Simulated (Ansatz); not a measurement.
# GaNH3 (quartet): wave-function methods side by side, cc-pVDZ

One table from this session's results is given with a row withheld; the runs are named, their logs left out.

Method: cc-pVDZ, core rule «outside noble gas», up to 15 orbitals frozen; program: Ansatz 0.2.0, Gaussian basis.

Plan: UHF; CCSD(T) on ROHF; CCSD(T) on UHF; BCCD(T) on ROHF; CISD; CCSDT(Q) on ROHF; CCSDT(Q) on UHF; CASSCF and MRCISD+Q, 11 electrons in 11 orbitals; CASSCF and NEVPT2, 11 electrons in 11 orbitals.

23 further runs of the same task are left out: 2 for a known fault of the program, 8 that didn't finish, 13 set aside as unsound or not needed.

**What is computed**

The geometry is a PBE0/def2-TZVP stationary point (not a proven minimum) of the parent state, kept for this charge and spin. No spin-orbit coupling is included. The filled d shell of Ga may be among the frozen orbitals whatever the setting's name suggests; the logs give the count.

5 atoms, charge 0, spin multiplicity 4.

Atoms are counted from 1 here; the program's logs count them from 0.

Bond lengths: N1–Ga2 1.826 Å, N1–H3 1.008 Å, N1–H4 1.006 Å, Ga2–H5 1.594 Å. Angles: Ga2–N1–H3 123.9°, Ga2–N1–H4 124.2°, H3–N1–H4 111.9°, N1–Ga2–H5 116.9°.

Set-up of the first run:

in.yaml

```yaml
crystal:
  periodic: [false, false, false]
  atoms:
    - {symbol: N, position_ang: [0.000000, -0.077978, 1.481722]}
    - {symbol: Ga, position_ang: [0.000000, 0.038326, -0.340129]}
    - {symbol: H, position_ang: [0.000000, -0.949104, 1.989085]}
    - {symbol: H, position_ang: [0.000000, 0.715757, 2.099370]}
    - {symbol: H, position_ang: [0.000000, -1.334192, -1.151029]}
basis:
  gaussian: {orbitals: cc-pVDZ}
magnetization: {spin_polarized: true, initial_magnetization: 3}
hamiltonian: {xc: hf}
output: {orbitals: {seedname: orbitals}}
```

Launch:

```sh
ansatz run in.yaml --threads 1 --pin off --events-out ev --progress --plain --max-ram 2393MiB
```

Among the steps run: UHF; CCSD(T) on ROHF; CCSD(T) on UHF; BCCD(T) on ROHF; CISD; CCSDT(Q) on ROHF; CCSDT(Q) on UHF; CASSCF and MRCISD+Q, 11 electrons in 11 orbitals; CASSCF and NEVPT2, 11 electrons in 11 orbitals.

One table of the session follows, with a row left open; its other results are not shown here.

```
          method  from UCCSDT(Q) (meV)
            ROHF                     ?
             UHF               +5932.9
            RMP2                +976.8
            UMP2                +967.0
           RCCSD                +152.4
           UCCSD                +137.6
        RCCSD(T)                 +40.0
        UCCSD(T)                 +26.9
         BCCD(T)                 +40.0
          RCCSDT                 +20.3
          UCCSDT                  +6.9
       RCCSDT(Q)                 +13.4
       UCCSDT(Q)                     0
  CASSCF valence               +3750.0
  NEVPT2 valence                +908.4
  MRCISD valence                +212.0
MRCISD+Q valence                 +24.7
```

Estimate the missing values for ROHF.

As computed: from UCCSDT(Q) (meV): +6094.6. In the column «from UCCSDT(Q) (meV)» it is the highest.

Among the levels timed on like hardware and quicker than the yardstick, those that no quicker one beats, quickest first: UCCSD(T) (2.6 s, +26.9 meV); MRCISD+Q valence (17 s, +24.7 meV).

Not comparable, so not listed: CISD (they don't share determinant, frozen orbitals or solution with the rows shown, or repeat one).

Caveats from the session: Of the multireference levels listed MRCISD+Q valence comes nearest in total energy (+24.7 meV), which doesn't show that its space is the better one. Restricted and unrestricted rows rest on different reference determinants; where their highest levels disagree by more than a few hundredths of an eV, they describe different states and don't form one ladder.
